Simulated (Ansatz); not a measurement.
# TaN, space group Fm-3m: an equation of state with a fit

Computed with the Ansatz DFT code, driven from Python.

At the Python prompt:
```pycon
>>> import warnings
>>> import ansatz as az
>>> import numpy as np
>>> from scipy.optimize import curve_fit
>>> vectors0 = np.array([
...     [0.0, 2.179, 2.179],
...     [2.179, 0.0, 2.179],
...     [2.179, 2.179, 0.0],
... ])
>>> sites = [
...     ("Ta", (0.5, 0.5, 0.5)),
...     ("N", (0.0, 0.0, 0.0)),
... ]
>>> def crystal_on(cell):
...     crystal = az.Crystal(lattice=az.Lattice.of(cell))
...     for symbol, position in sites:
...         crystal = crystal.atom(symbol, position)
...     return crystal
...
>>> def vinet(v, e0, v0, b0, b1):
...     eta = (v / v0) ** (1 / 3)
...     return e0 + 2 * b0 * v0 / (b1 - 1) ** 2 * (2 - (5 + 3 * b1 * (eta - 1) - 3 * eta) * np.exp(-1.5 * (b1 - 1) * (eta - 1)))
...
>>> warnings.simplefilter("ignore", az.DeckWarning)
>>> volumes, energies = [], []
>>> for scale in np.linspace(0.94, 1.06, 7):
...     cell = vectors0 * scale ** (1 / 3)
...     calculation = (
...         crystal_on(cell).calculation()
...         .functional("pbe")
...         .basis(510)
...         .occupations("fermi_dirac")
...         .kpoints(11, 11, 11)
...     )
...     summary = calculation.run(threads=1, pin="off").report
...     volumes.append(abs(np.linalg.det(cell)) / len(sites))
...     energies.append(summary["free_energy_ev"] / len(sites))
...     print(f"V = {volumes[-1]:8.4f} A^3/atom  F = {energies[-1]:.5f} eV/atom")
...
V =   9.7252 A^3/atom  F = -5158.83808 eV/atom
V =   9.9321 A^3/atom  F = -5158.88619 eV/atom
V =  10.1391 A^3/atom  F = -5158.92176 eV/atom
V =  10.3460 A^3/atom  F = -5158.94604 eV/atom
V =  10.5529 A^3/atom  F = -5158.96017 eV/atom
V =  10.7598 A^3/atom  F = -5158.96514 eV/atom
V =  10.9667 A^3/atom  F = -5158.96188 eV/atom
>>> guess = (min(energies), volumes[int(np.argmin(energies))], 0.5, 4.5)
>>> (e0, v0, b0, b1), _ = curve_fit(vinet, np.array(volumes), np.array(energies), p0=guess, maxfev=20000)
>>> print(f"Vinet fit: V0 = {v0:.4f} A^3/atom, B0 = {160.21766 * b0:.1f} GPa, B1 = {b1:.2f}")
Vinet fit: V0 = 10.7778 A^3/atom, B0 = 328.9 GPa, B1 = 4.49
>>> print("largest residual", round(1000 * float(np.abs(vinet(np.array(volumes), e0, v0, b0, b1) - energies).max()), 3), "meV/atom")
largest residual 0.002 meV/atom
```

A third-order Birch-Murnaghan fit through the 7 points (the script's own form differs a little) has its minimum at 10.78 Å³ an atom, 4.2 % above the typed cell, with a bulk modulus of 329 GPa and dB/dP = 4.4. From that minimum the energy rises by 127.1 meV an atom on the compressed side and 3.3 meV on the expanded side. The window is off centre, so dB/dP is rough.

What to keep in mind:
- Absolute energies stand on the zero of these potentials, so only differences at equal settings mean something.
- The run is spin-unpolarised.
- The mesh is modest for a metal, so energies can be off by several to tens of meV an atom and pressures by half a GPa or more; differences at equal mesh fare better.
- Spin-orbit coupling, which matters for elements this heavy, is left out.
- The starting cell is as deposited in a crystallographic database; the results hold for this polymorph, which needn't be the stable one.
- Hardware and time: 10 s on 1 thread of Arm Neoverse V1, with other jobs on the host, peak memory 0.4 GiB.
